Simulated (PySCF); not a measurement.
**SnH2Me(NHiPr): geometry, NMR shifts and electronic excitations**

What NMR shifts and electronic excitations should SnH2Me(NHiPr) (`[H][Sn]([H])([CH3])[NH]C(C)C`) show?

Programs: PySCF 2.14.0, with density-fitted response routines of our own. Each step states its level of theory. These are calculated values for one molecule in the gas phase, unless marked as measured. Atoms are numbered from 0 throughout.

**1. Starting geometry**

19 atoms, charge 0, multiplicity 1; geometry from: GFN2-xTB. The atoms were then displaced at random by about 0.03 Å, so the start is not that level's minimum.

Bonds of the start (Å): Sn0–H1 1.68, Sn0–H2 1.58, Sn0–C3 2.20, Sn0–N7 1.97, C3–H4 1.01, C3–H5 1.19, C3–H6 1.08, N7–C8 1.45, N7–H11 1.04, C8–C9 1.51, C8–C10 1.51, C8–H12 1.19, C9–H13 1.07, C9–H14 1.11, C9–H15 1.09, C10–H16 1.10, C10–H17 1.06, C10–H18 1.10.

**2. Optimising the geometry at PBE0-D3(BJ)/def2-SVP**

What the job is given:

```
{"job": {"xc": "PBE0", "basis": "def2-SVP", "d3": "d3bj", "grid": 1, "maxiter": 40, "shake": 0.03, "kind": "geom"}, "charge": 0, "multiplicity": 1}
Sn     0.420600     1.477270     0.311230
H      0.490960     1.535790     1.992100
H      1.867450     1.571820    -0.312340
C     -0.705440     3.217810    -0.437910
H     -0.316510     4.126480    -0.236130
H     -1.799710     3.242290     0.022120
H     -0.892450     3.120100    -1.500760
N     -0.485300    -0.040910    -0.562240
C     -0.176290    -1.427990    -0.278130
C     -0.515120    -1.952320     1.097080
C      1.276460    -1.661950    -0.612860
H     -1.522900     0.027970    -0.476170
H     -0.843730    -1.994790    -1.090000
H      0.034170    -1.390910     1.821410
H     -0.297790    -3.037130     1.158600
H     -1.563200    -1.747210     1.307440
H      1.916200    -1.141040     0.120010
H      1.511850    -2.695500    -0.643650
H      1.537980    -1.236330    -1.595210
```

Launch:

```sh
> OMP_NUM_THREADS=1 python probes_run.py task.json out
```

This one command runs all jobs of the session in turn.

The log of the run:

```text
step   0  E = -428.84400453  max force = 0.075771
step   1  E = -428.87377550  max force = 0.012072
step   2  E = -428.87581113  max force = 0.004211
step   3  E = -428.87607632  max force = 0.001374
step   4  E = -428.87613692  max force = 0.001063
step   5  E = -428.87620555  max force = 0.001258
step   6  E = -428.87628896  max force = 0.001195
step   7  E = -428.87635819  max force = 0.000719
step   8  E = -428.87638822  max force = 0.000643
step   9  E = -428.87640160  max force = 0.000427
optimisation converged
```

Wall time 5.6 min (1 thread of AMD EPYC, shared host); peak memory 0.67 GiB.

Relaxation path:

```csv
step,energy from step 0 (eV),largest force component (eV/Å)
0,0.0000,3.8963
1,-0.8101,0.6208
2,-0.8655,0.2165
3,-0.8727,0.0707
4,-0.8744,0.0547
5,-0.8762,0.0647
6,-0.8785,0.0614
7,-0.8804,0.0370
8,-0.8812,0.0331
9,-0.8816,0.0220
```

Distances of close pairs at the start and the end, largest changes first:

```csv
bond,before (Å),after (Å),change (Å)
Sn0–H2,1.578,1.716,+0.137
C3–H4,1.009,1.099,+0.091
C3–H5,1.187,1.099,-0.088
C8–H12,1.194,1.109,-0.085
Sn0–N7,1.972,2.050,+0.078
Sn0–C3,2.204,2.146,-0.059
Sn0–H1,1.683,1.728,+0.045
C10–H17,1.060,1.100,+0.040
```

The next job starts from the end point, and lists it.

```csv
at the end point,value
point group (found at 0.08 Å tolerance),C1
"rotational constants (GHz, main isotopes)","4.200, 1.033, 0.957"
dipole moment (D),0.88
```

**3. Shielding tensors: PBE0/def2-TZVP+pcSseg-1**

What the job is given:

```
{"job": {"kind": "nmr", "xc": "PBE0", "basis": {"default": "pcSseg-1", "Sn": "def2-TZVP"}}, "charge": 0, "multiplicity": 1}
Sn     0.468332     1.556104     0.103034
H      0.800515     1.454568     1.795813
H      1.948891     1.714375    -0.749589
C     -0.856828     3.192086    -0.311060
H     -0.362744     4.148983    -0.089667
H     -1.763960     3.113325     0.305207
H     -1.143072     3.175822    -1.372202
N     -0.517440    -0.079262    -0.643318
C     -0.152555    -1.452518    -0.341386
C     -0.624106    -1.922226     1.034416
C      1.346582    -1.649609    -0.505011
H     -1.525758     0.048957    -0.596311
H     -0.644950    -2.096282    -1.098119
H     -0.132480    -1.340361     1.832242
H     -0.401377    -2.988448     1.202924
H     -1.711890    -1.785535     1.142862
H      1.908069    -1.068954     0.248725
H      1.625351    -2.705439    -0.372118
H      1.676649    -1.322137    -1.501853
```

Level: GIAO PBE0/pcSseg-1 Sn:def2-TZVP NMR shielding, scalar relativity only through core potentials, gas phase.

The log of the run:

```text
coarse grid: 66008 points
cycle   1  E = -427.3996766922  dE = -3.517e+01  |g| = 2.779e+00  |ddm| = 3.135e+01
cycle   2  E = -425.5087903043  dE =  1.891e+00  |g| = 4.834e+00  |ddm| = 9.317e+00
cycle   3  E = -428.9756313062  dE = -3.467e+00  |g| = 3.315e-01  |ddm| = 5.774e+00
cycle   4  E = -428.9904485030  dE = -1.482e-02  |g| = 2.238e-01  |ddm| = 5.788e-01
cycle   5  E = -429.0012043958  dE = -1.076e-02  |g| = 4.912e-02  |ddm| = 2.266e-01
cycle   6  E = -429.0016760403  dE = -4.716e-04  |g| = 1.489e-02  |ddm| = 5.464e-02
cycle   7  E = -429.0017266467  dE = -5.061e-05  |g| = 4.661e-03  |ddm| = 1.670e-02
cycle   8  E = -429.0017321301  dE = -5.483e-06  |g| = 7.207e-04  |ddm| = 5.082e-03
final grid: 139704 points
cycle   9  E = -429.0017220090  dE = -4.188e-08  |g| = 8.769e-04  |ddm| = 2.260e-03
cycle  10  E = -429.0017218776  dE =  1.314e-07  |g| = 1.138e-03  |ddm| = 1.585e-03
cycle  11  E = -429.0017221937  dE = -3.162e-07  |g| = 5.830e-05  |ddm| = 9.035e-04
cycle  12  E = -429.0017221945  dE = -7.395e-10  |g| = 1.396e-05  |ddm| = 5.649e-05
converged SCF energy = -429.0017221945

GIAO shielding tensors (ppm)
atom      isotropic    diamagn.    paramagn.     s11        s22        s33       span
  0 Sn         nan         nan         nan        nan        nan        nan        nan
  1 H       25.754      29.644      -3.891     17.810     20.572     38.879     21.069
  2 H       26.157      29.628      -3.471     18.194     20.853     39.424     21.230
  3 C      194.694     251.269     -56.575    190.170    195.100    198.810      8.639
  4 H       31.141      26.669       4.472     25.173     27.612     40.637     15.463
  5 H       31.099      30.318       0.781     25.176     28.561     39.560     14.384
  6 H       30.984      29.801       1.183     25.056     28.453     39.443     14.387
  7 N      214.566     322.743    -108.177    166.478    199.090    278.130    111.653
  8 C      135.516     240.640    -105.124    117.599    128.548    160.401     42.802
  9 C      154.502     249.377     -94.875    131.540    148.142    183.824     52.284
 10 C      157.043     250.103     -93.060    143.203    146.459    181.466     38.263
 11 H       31.605      35.834      -4.229     21.346     32.120     41.350     20.004
 12 H       27.981      30.278      -2.297     23.408     26.053     34.483     11.074
 13 H       30.200      31.585      -1.384     26.656     30.541     33.404      6.748
 14 H       30.235      29.547       0.688     25.562     27.564     37.577     12.016
 15 H       30.357      30.834      -0.478     26.455     28.247     36.368      9.914
 16 H       30.508      32.024      -1.515     26.486     31.799     33.239      6.753
 17 H       30.153      29.508       0.646     25.766     27.461     37.233     11.467
 18 H       29.806      30.730      -0.924     25.529     27.913     35.975     10.446
```

It took 1.7 min on 1 thread of AMD EPYC, shared host; peak memory 1.1 GiB.

The references, computed at this level on geometries of the same kind, shield at (ppm): 1H TMS 31.27, 13C TMS 184.4, 15N NH3 265.7. Their shielding less the atom's gives the shift. The references are single molecules in the gas phase, so shifts against H2O, NH3, PH3, H3PO4 or CFCl3 are not on the usual liquid scales and can be off by tens of ppm. Atoms listed in one row are averaged.

```csv
atoms,environment,σ (ppm),δ (ppm)
C8,"carbon bonded to 2 C, N, H",135.5,48.9
"C9, C10","carbon bonded to C, 3 H",155.8,28.6
C3,"carbon bonded to Sn, 3 H",194.7,-10.3
"H1, H2","hydrogen on a Sn bonded to C, N",25.96,5.31
H12,"hydrogen on a carbon bonded to 2 C, N",27.98,3.29
"H13, H14, H15, H16, H17, H18",hydrogen on a carbon bonded to C,30.21,1.06
"H4, H5, H6",hydrogen on a carbon bonded to Sn,31.07,0.19
H11,"hydrogen on a nitrogen bonded to C, Sn",31.61,-0.34
N7,"nitrogen bonded to C, Sn, H",214.6,51.1
```

Atoms past Kr carry core potentials, so their printed shieldings have no meaning and are left out of the table.

Charges from the same density, by scheme (e):

```csv
atoms,Mulliken,ESP fit
Sn0,0.48,0.80
C3,-0.52,-0.65
N7,-0.64,-0.95
C8,-0.12,0.63
"C9, C10",-0.25,-0.57
```

Mayer bond orders: Sn0–C3 1.03, Sn0–N7 0.95, N7–C8 0.98, C8–C9 1.01, C8–C10 1.04.

With diffuse functions Mulliken charges and Mayer bond orders lose their meaning; the other schemes are steadier.

Orbitals, density, ELF and potential are computed afterwards from the orbital file.

Frontier orbitals at PBE0/def2-TZVP+pcSseg-1, with the share of their density that lies nearest to each atom:

```csv
orbital,energy (eV),lies on
HOMO,-6.23,"N7 63 %; H1, H11 about 7 % each"
LUMO,0.47,"H1, H2 about 18 % each; Sn0 15 %; N7 13 %"
```

ELF in a plane through or near 7 of the atoms.

Ten even steps from ' ' (0.00) to '@' (1.00):
```
                                                        
                                                        
                              ..--::                    
                            ..@@@@@@@@==                
                            --@@@@@@@@%%                
            --**--::--==::  --@@@@@@@@++                
            @@@@%%++##%%**  ::%%%%%%##::                
          ..@@@@@@##++@@**  ..::----::::..::##**        
            %%@@%%++++++::  ..==**##::====%%@@@@==      
                  ..----..::----##**::####@@@@@@##      
              ::..::++==..--**::::::==%%--%%@@@@==      
          ::@@@@@@++==**..::++--::::==**%%##--::        
          ==@@@@@@==**==..  ::..    ::%%@@@@==          
          ..@@@@##**@@@@++          ..@@@@@@**          
            --==::##@@@@@@            **@@@@::          
                ..##@@@@@@                              
                  --%%%%==                              
                                                        
                                                        
                                                        
```
The map spans 13.5 Å across and 9.8 Å up, centred on the molecule. Atoms in the plane (x, y in Å): Sn0 (1.4, 0.6), H2 (1.4, 2.3), H4 (4.1, 0.2), H5 (3.3, -1.3), C9 (-1.9, -1.2), H14 (-3.0, -1.2), H15 (-1.6, -2.2).

log10 of the density (e/Å³) in the same plane.

Values, 10 rows by 14 columns:
```
-4.0 -4.0 -4.0 -4.0 -4.0 -4.0 -4.0 -4.0 -3.9 -4.0 -4.0 -4.0 -4.0 -4.0
-4.0 -4.0 -4.0 -4.0 -3.6 -3.3 -3.4 -2.9 -2.3 -2.6 -3.5 -4.0 -4.0 -4.0
-4.0 -4.0 -4.0 -2.8 -2.1 -1.7 -2.0 -1.7 -0.6 -1.3 -2.6 -3.9 -4.0 -4.0
-4.0 -4.0 -3.3 -1.5 -0.5 -0.1 -0.7 -1.2 -0.1 -0.7 -1.9 -2.5 -3.3 -4.0
-4.0 -4.0 -3.2 -1.4 -0.4  0.0 -0.7 -0.7  1.3  0.1 -0.7 -0.6 -2.0 -3.8
-4.0 -4.0 -3.3 -1.8 -0.9 -0.3 -0.7 -0.5  0.1 -0.3  0.1 -0.2 -1.8 -3.7
-4.0 -4.0 -2.9 -1.0  0.2  1.2 -0.7 -1.2 -1.5 -1.1  0.0 -1.1 -2.5 -4.0
-4.0 -4.0 -3.4 -1.9 -0.9  0.0 -0.9 -2.3 -2.8 -2.2 -1.4 -2.1 -3.4 -4.0
-4.0 -4.0 -4.0 -3.3 -2.3 -1.6 -2.0 -3.3 -4.0 -3.8 -3.4 -3.8 -4.0 -4.0
-4.0 -4.0 -4.0 -4.0 -3.9 -3.5 -3.7 -4.0 -4.0 -4.0 -4.0 -4.0 -4.0 -4.0
```
The map spans 13.5 Å across and 9.8 Å up, centred on the molecule. Atoms in the plane (x, y in Å): Sn0 (1.4, 0.6), H2 (1.4, 2.3), H4 (4.1, 0.2), H5 (3.3, -1.3), C9 (-1.9, -1.2), H14 (-3.0, -1.2), H15 (-1.6, -2.2).

On the surface of density 0.002 e/bohr³ the electrostatic potential runs, from the 1st to the 99th percentile, from -1.32 V near N7 to 1.17 V near H11.

**4. TDDFT and polarisability: wB97X-D/def2-SVPD**

Same as in step 3 but for these lines:

```diff
@@ -1,2 +1,2 @@
-{"job": {"kind": "nmr", "xc": "PBE0", "basis": {"default": "pcSseg-1", "Sn": "def2-TZVP"}}, "charge": 0, "multiplicity": 1}
+{"job": {"kind": "uv", "xc": "wB97X-D", "basis": "def2-SVPD", "ip": false, "nstates": 10}, "charge": 0, "multiplicity": 1}
 Sn     0.468332     1.556104     0.103034
```

Level: TDDFT wB97X-D/def2-SVPD, vertical, gas phase, core orbitals frozen in the response.

The log of the run:

```text
coarse grid: 66008 points
cycle   1  E = -427.5325749347  dE = -2.188e+01  |g| = 2.632e+00  |ddm| = 1.398e+01
cycle   2  E = -428.0533595062  dE = -5.208e-01  |g| = 2.488e+00  |ddm| = 1.450e+01
cycle   3  E = -429.1313580140  dE = -1.078e+00  |g| = 1.577e-01  |ddm| = 4.751e+00
cycle   4  E = -429.1358849118  dE = -4.527e-03  |g| = 1.398e-01  |ddm| = 5.736e-01
cycle   5  E = -429.1402290732  dE = -4.344e-03  |g| = 3.051e-02  |ddm| = 2.606e-01
cycle   6  E = -429.1405313580  dE = -3.023e-04  |g| = 6.623e-03  |ddm| = 6.968e-02
cycle   7  E = -429.1405603851  dE = -2.903e-05  |g| = 3.156e-03  |ddm| = 3.241e-02
cycle   8  E = -429.1405652225  dE = -4.837e-06  |g| = 8.287e-04  |ddm| = 1.089e-02
final grid: 139704 points
cycle   9  E = -429.1372833162  dE = -6.906e-06  |g| = 1.240e-03  |ddm| = 1.416e-02
cycle  10  E = -429.1372835597  dE = -2.435e-07  |g| = 7.815e-04  |ddm| = 5.245e-03
cycle  11  E = -429.1372836821  dE = -1.224e-07  |g| = 1.513e-04  |ddm| = 1.924e-03
cycle  12  E = -429.1372836937  dE = -1.159e-08  |g| = 7.244e-05  |ddm| = 5.192e-04
cycle  13  E = -429.1372836977  dE = -4.029e-09  |g| = 2.982e-05  |ddm| = 4.739e-04
cycle  14  E = -429.1372836981  dE = -3.873e-10  |g| = 9.471e-06  |ddm| = 1.107e-04
converged SCF energy = -429.1372836981

Static polarisability (au): isotropic 99.278, principal 89.385 93.751 114.697

Singlet excitations
state   eV       nm        f      main configurations
  1   5.7439    215.9   0.03586   H->L+2 0.61, H->L+1 0.27
  2   6.1471    201.7   0.01586   H->L 0.84
  3   6.4213    193.1   0.00588   H->L+1 0.60, H->L+2 0.28
  4   6.8547    180.9   0.02231   H->L+3 0.68, H->L+7 0.10
  5   7.3537    168.6   0.02419   H->L+5 0.65, H->L+4 0.22
  6   7.5355    164.5   0.01100   H->L+4 0.39, H->L+5 0.19, H->L+6 0.13
  7   7.6791    161.5   0.02605   H->L+6 0.69, H->L+4 0.16
  8   7.8169    158.6   0.06377   H-1->L 0.64, H-1->L+1 0.26
  9   7.9333    156.3   0.01651   H->L+7 0.38, H-1->L+2 0.18
 10   7.9732    155.5   0.02238   H-1->L+2 0.36, H->L+7 0.23, H-1->L 0.10

Triplet excitations (Tamm-Dancoff, eV): 5.2341 6.0220 6.3560 6.7074
```

Run time: 2.8 min. Hardware: 1 thread of AMD EPYC, shared host; peak memory 1.2 GiB.

The orbitals next to the gap, with their largest atomic shares:

```csv
orbital,eV,atoms
HOMO−3,-10.82,"Sn0 27 %, H1 22 %, N7 11 %"
HOMO−2,-10.45,"Sn0 22 %, H2 21 %, N7 17 %"
HOMO−1,-10.17,"C3 42 %, Sn0 25 %, H1 7 %"
HOMO,-8.16,"N7 59 %, C8 10 %, Sn0 8 %"
LUMO,1.75,"Sn0 55 %, H2 9 %, H1 9 %"
LUMO+1,2.08,"Sn0 26 %, C3 10 %, H1 9 %"
LUMO+2,2.18,"Sn0 23 %, C3 15 %, H1 10 %"
```

With each of the 10 states as a Gaussian band of 0.4 eV half-width at 1/e, the curve within the window shown has maxima at 213 nm (ε 1,800), 159 nm (ε 5,500) L/(mol cm). Beyond the last state computed it falls off for lack of states. The curve at chosen wavelengths:

nm, ε (L/mol/cm) and a bar:
```
      150       1680 #########
      154       3822 #####################
      157       5115 #############################
      161       5342 ##############################
      165       4199 #######################
      168       3150 #################
      172       2100 ###########
      175       1651 #########
      179       1352 #######
      183       1181 ######
      186       1075 #####
      190        991 #####
      194       1021 #####
      197       1118 ######
      201       1311 #######
      205       1527 ########
      208       1663 #########
      212       1755 #########
      216       1698 #########
      219       1553 ########
      223       1263 ######
      226       1013 #####
      230        694 ###
      234        435 ##
      237        290 #
      241        158
```

Leading natural transition orbitals of singlet state 8: the hole lies on C3 41 %; Sn0 17 %; H1, H2 about 9 % each; the particle on H1, H4 about 22 % each; H2 18 %; Sn0 11 %.

Leading natural transition orbitals of singlet state 1: the hole lies on N7 66 %; H11 8 %; the particle on H11 21 %; N7 15 %; Sn0 14 %.

Ground-state properties from the same run:

```csv
property,computed
dipole moment (D),0.81
polarisability (Å³),14.71
HOMO–LUMO gap (eV),9.91
−ε(HOMO) (eV),8.16
```

**5. Nuclear shieldings: KT2/def2-TZVP+pcSseg-1**

Same as in step 4 but for these lines:

```diff
@@ -1,2 +1,2 @@
-{"job": {"kind": "uv", "xc": "wB97X-D", "basis": "def2-SVPD", "ip": false, "nstates": 10}, "charge": 0, "multiplicity": 1}
+{"job": {"kind": "nmr", "xc": "KT2", "basis": {"default": "pcSseg-1", "Sn": "def2-TZVP"}, "pop": false}, "charge": 0, "multiplicity": 1}
 Sn     0.468332     1.556104     0.103034
```

Level: GIAO KT2/pcSseg-1 Sn:def2-TZVP NMR shielding, scalar relativity only through core potentials, gas phase.

The log of the run:

```text
coarse grid: 66008 points
cycle   1  E = -432.0750784219  dE = -3.457e+01  |g| = 3.079e+00  |ddm| = 3.062e+01
cycle   2  E = -381.5629110589  dE =  5.051e+01  |g| = 1.004e+01  |ddm| = 3.357e+01
cycle   3  E = -433.9259159465  dE = -5.236e+01  |g| = 8.953e-01  |ddm| = 3.271e+01
cycle   4  E = -433.8235023918  dE =  1.024e-01  |g| = 1.141e+00  |ddm| = 1.996e+00
cycle   5  E = -434.1520022871  dE = -3.285e-01  |g| = 2.490e-01  |ddm| = 1.112e+00
cycle   6  E = -434.1614711839  dE = -9.469e-03  |g| = 1.430e-01  |ddm| = 3.779e-01
cycle   7  E = -434.1660218081  dE = -4.551e-03  |g| = 2.838e-02  |ddm| = 1.537e-01
cycle   8  E = -434.1662348572  dE = -2.130e-04  |g| = 1.105e-02  |ddm| = 3.828e-02
cycle   9  E = -434.1662623378  dE = -2.748e-05  |g| = 2.884e-03  |ddm| = 1.182e-02
cycle  10  E = -434.1662642458  dE = -1.908e-06  |g| = 9.785e-04  |ddm| = 4.043e-03
final grid: 139704 points
cycle  11  E = -434.1662260967  dE =  2.713e-07  |g| = 1.536e-03  |ddm| = 3.489e-03
cycle  12  E = -434.1662247488  dE =  1.348e-06  |g| = 2.689e-03  |ddm| = 4.228e-03
cycle  13  E = -434.1662267332  dE = -1.984e-06  |g| = 2.089e-04  |ddm| = 2.691e-03
cycle  14  E = -434.1662267429  dE = -9.676e-09  |g| = 4.499e-05  |ddm| = 2.115e-04
cycle  15  E = -434.1662267433  dE = -4.219e-10  |g| = 1.208e-05  |ddm| = 5.352e-05
converged SCF energy = -434.1662267433

GIAO shielding tensors (ppm)
atom      isotropic    diamagn.    paramagn.     s11        s22        s33       span
  0 Sn         nan         nan         nan        nan        nan        nan        nan
  1 H       25.329      29.797      -4.469     17.441     20.229     38.317     20.876
  2 H       25.883      29.801      -3.918     18.083     20.685     38.882     20.799
  3 C      192.558     253.215     -60.657    187.353    194.059    196.260      8.907
  4 H       30.984      26.451       4.533     25.188     27.614     40.151     14.964
  5 H       30.965      30.836       0.128     25.244     28.503     39.147     13.903
  6 H       30.853      30.230       0.624     25.159     28.397     39.004     13.845
  7 N      202.941     322.985    -120.044    156.638    186.721    265.465    108.827
  8 C      130.691     243.633    -112.942    112.346    123.337    156.389     44.042
  9 C      152.904     250.416     -97.512    129.375    145.960    183.378     54.003
 10 C      155.484     250.886     -95.402    141.583    143.717    181.153     39.570
 11 H       31.190      35.810      -4.620     21.302     32.126     40.142     18.840
 12 H       27.644      30.371      -2.727     23.256     25.855     33.822     10.565
 13 H       30.106      32.049      -1.942     26.904     30.344     33.071      6.167
 14 H       30.021      29.407       0.613     25.407     27.487     37.169     11.762
 15 H       30.296      31.078      -0.782     26.654     28.181     36.052      9.398
 16 H       30.333      32.334      -2.001     26.550     31.619     32.829      6.279
 17 H       30.016      29.313       0.702     25.844     27.455     36.748     10.904
 18 H       29.686      30.875      -1.188     25.576     27.803     35.681     10.105
```

Wall time 2.1 min (1 thread of AMD EPYC, shared host); peak memory 1.1 GiB.

In short: δ C8 52.5, C9 29.0, C3 -9.3, N7 61.4, H1 5.57, H12 3.53 ppm (means over like atoms).

**6. Comparing the runs: NMR shifts**

Shifts (ppm) of some atoms, chosen among heavy atoms and hydrogens apart, means over like atoms, with basis size and wall time:

```csv
run,C8,C9,C3,H1,H12,H11,N7,functions,time
PBE0/def2-TZVP+pcSseg-1,48.9,28.6,-10.3,5.31,3.29,-0.34,51.1,200,1.7 min
KT2/def2-TZVP+pcSseg-1,52.5,29.0,-9.3,5.57,3.53,-0.01,61.4,200,2.1 min
```

**7. What came out**

```
                                                                         quantity                              value
                                                                      point group                                 C1
                                             rotational constants (main isotopes)               4.20, 1.03, 0.96 GHz
13C shifts against TMS (PBE0/def2-TZVP+pcSseg-1, means over atoms taken as alike)              48.9, 28.6, -10.3 ppm
 1H shifts against TMS (PBE0/def2-TZVP+pcSseg-1, means over atoms taken as alike)  5.31, 3.29, 1.06, 0.19, -0.34 ppm
                                 15N shifts against NH3 (PBE0/def2-TZVP+pcSseg-1)                           51.1 ppm
                                            surface potential, 1st and 99th percentile                 -1.32 V and 1.17 V
                                               lowest singlet (wB97X-D/def2-SVPD)        5.74 eV (216 nm), f = 0.036
                                         brightest single state of those computed        state 8, 7.82 eV, f = 0.064
                                                                   lowest triplet                            5.23 eV
                                                         range of the shift of N7                   51.1 to 61.4 ppm
```

The start was shaken at random, so part of the energy gained undoes that. Relaxing lowered the energy by 0.882 eV in 9 steps; the close pair that moved most is Sn0–H2, from 1.578 to 1.716 Å. No frequency check was run at this level, so the end point may be a saddle. At PBE0/def2-TZVP+pcSseg-1: The widest tensor belongs to N7: span 112 ppm, with a paramagnetic part of -108 ppm. The first singlet state (HOMO→LUMO+2 0.61, HOMO→LUMO+1 0.27) lies at 5.74 eV and is weak; of the 10 states computed, the strongest absorption comes from state 8 at 7.82 eV. The lowest triplet lies 0.51 eV below the lowest singlet (triplets in Tamm-Dancoff, singlets in full TDDFT). Spin-orbit coupling, left out, mixes singlets and triplets in elements this heavy. In ppm, N7 moves most: its shift spreads over 10.3 ppm, from 51.1 (PBE0/def2-TZVP+pcSseg-1) to 61.4 (KT2/def2-TZVP+pcSseg-1). Spin-orbit coupling is left out, which matters for shieldings and couplings at and beside the heavy atoms.
